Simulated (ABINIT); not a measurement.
Crystal: HPbNO4.

```
CELL_PARAMETERS angstrom
3.85707 0.00178 -0.03658
0.17353 4.33436 -0.01647
0.75803 0.83873 5.87662
ATOMIC_POSITIONS crystal
H 0.61511 0.89559 0.19844
Pb 0.64597 0.44651 0.91685
N 0.71474 0.23810 0.50058
O 0.16958 0.47007 0.77768
O 0.62919 0.97045 0.49845
O 0.56424 0.92583 0.03849
O 0.78022 0.42250 0.31951
```

The cell was built by a generator and needn't be a form met in nature.

Base run:

```yaml
Program: ABINIT 10.8.3 (patched build)
Functional: PBE
Potentials_or_basis: Ansatz PAW PBE default generated set, frozen core
Cutoff: 435 eV
k_mesh: 5 × 4 × 4
Occupations: fermi-dirac, width 0.05 eV
Spin: no spin polarisation
```

Its results: band gap on the k mesh 0.26 eV, indirect (least direct gap 0.45 eV); pressure -0.3 GPa; largest force 0.019 eV/Å.

After a change of settings the same cell gave: band gap on the k mesh 0.55 eV, indirect (least direct gap 0.93 eV); pressure -0.4 GPa; largest force 0.039 eV/Å. Which change was it?
A. functional from PBE to RPBE; cutoff from 435 eV to 517 eV; fine-grid cutoff from 870.764 eV to 1034.03 eV
B. k mesh from 5 × 4 × 4 to 4 × 4 × 3
C. functional from PBE to BLYP; cutoff from 435 eV to 517 eV; fine-grid cutoff from 870.764 eV to 1034.03 eV
D. functional from PBE to LDA; cutoff from 435 eV to 517 eV; fine-grid cutoff from 870.764 eV to 1034.03 eV

B.

Caveats: the atomic spheres overlap; spin-orbit coupling is left out, which as a rule narrows the gap of such compounds by several tenths of an eV; an odd mesh through Γ misses points on the zone boundary, where band edges often lie (some runs).

Not every run made on this cell is shown here.
